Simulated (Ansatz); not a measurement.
**C₄H₁₂Sn: small, medium and large basis sets**

One table from this session's results is given with a row withheld; the runs are named, their logs left out.

Computed with Ansatz 0.2.0, Gaussian basis. Level: one geometry, several basis sets.

Plan: PBE0-D4/def2-SVP; ωB97M-V/def2-SVP; PBE0-D4/def2-QZVPP; ωB97M-V/def2-QZVPP; the functionals' def2-TZVPP values are taken from earlier runs.

### Structure used throughout

All runs share one geometry, relaxed beforehand with PBE0-D4 in a triple-zeta def2 set. Sn takes the def2 core potential; no spin-orbit term is included.

SMILES `CC(C)[CH2][SnH3]`, 17 atoms, charge 0, spin multiplicity 1.

Atoms are counted from 1 here; the program's logs count them from 0.

Bond lengths: C1–C2 1.522 Å, C1–H6 1.095 Å, C1–H7 1.093 Å, C1–H8 1.094 Å, C2–C3 1.524 Å, C2–C4 1.526 Å, C2–H9 1.098 Å, C3–H10 1.095 Å, C3–H11 1.093 Å, C3–H12 1.094 Å, C4–Sn5 2.152 Å, C4–H13 1.094 Å, C4–H14 1.095 Å, Sn5–H15 1.711 Å, Sn5–H16 1.712 Å, Sn5–H17 1.710 Å. Angles: C2–C1–H6 110.6°, C2–C1–H7 111.2°, C2–C1–H8 112.1°, H6–C1–H7 107.7°, H6–C1–H8 107.5°, H7–C1–H8 107.5°, C1–C2–C3 110.5°, C1–C2–C4 111.9°, C1–C2–H9 107.9°, C3–C2–C4 110.5°, C3–C2–H9 107.7°, C4–C2–H9 108.2°, C2–C3–H10 110.6°, C2–C3–H11 111.3°, C2–C3–H12 111.3°, H10–C3–H11 107.7°, H10–C3–H12 107.8°, H11–C3–H12 108.0° and more.

Set-up of the first run:

The input, in.yaml:

```yaml
crystal:
  periodic: [false, false, false]
  atoms:
    - {symbol: C, position_ang: [0.344928, -0.331695, -1.487640]}
    - {symbol: C, position_ang: [-0.468723, -0.514344, -0.214815]}
    - {symbol: C, position_ang: [-0.686085, -1.995303, 0.071511]}
    - {symbol: C, position_ang: [0.186050, 0.169861, 0.981955]}
    - {symbol: Sn, position_ang: [0.413532, 2.301838, 0.794400]}
    - {symbol: H, position_ang: [1.353431, -0.738889, -1.362400]}
    - {symbol: H, position_ang: [-0.120303, -0.847750, -2.330931]}
    - {symbol: H, position_ang: [0.447192, 0.721917, -1.763246]}
    - {symbol: H, position_ang: [-1.453794, -0.056861, -0.375225]}
    - {symbol: H, position_ang: [0.271713, -2.500718, 0.231360]}
    - {symbol: H, position_ang: [-1.293640, -2.141690, 0.968011]}
    - {symbol: H, position_ang: [-1.190065, -2.491463, -0.762572]}
    - {symbol: H, position_ang: [-0.398598, -0.003359, 1.889874]}
    - {symbol: H, position_ang: [1.180509, -0.252406, 1.161777]}
    - {symbol: H, position_ang: [0.587741, 3.009775, 2.341773]}
    - {symbol: H, position_ang: [-0.976630, 2.953690, 0.037381]}
    - {symbol: H, position_ang: [1.783545, 2.717097, -0.141112]}
basis:
  gaussian: {orbitals: def2-SVP}
hamiltonian: {xc: pbe0, dispersion: d4}
output: {orbitals: {seedname: orbitals}}
```

Command:

```console
ansatz run in.yaml --threads 4 --pin off --events-out ev --progress --plain --max-ram 11315MiB
```

Steps of the session up to this table: PBE0-D4 in def2-SVP; ωB97M-V in def2-SVP; PBE0-D4 in def2-QZVPP; ωB97M-V in def2-QZVPP.

One table of the session follows, with a row left open; its other results are not shown here.

It belongs to the step «Density functionals: the series». 

```
functional       basis  HOMO (eV)  LUMO (eV)
   PBE0-D4    def2-SVP      -7.80       0.83
   PBE0-D4  def2-TZVPP      -7.80       0.38
   PBE0-D4  def2-QZVPP          ?          ?
   ωB97M-V    def2-SVP      -9.93       2.46
   ωB97M-V  def2-TZVPP      -9.95       1.67
   ωB97M-V  def2-QZVPP      -9.95       1.28
```

Q: Estimate the row for PBE0-D4, def2-QZVPP from the others.

**Answer.** HOMO (eV): -7.80; LUMO (eV): 0.22.
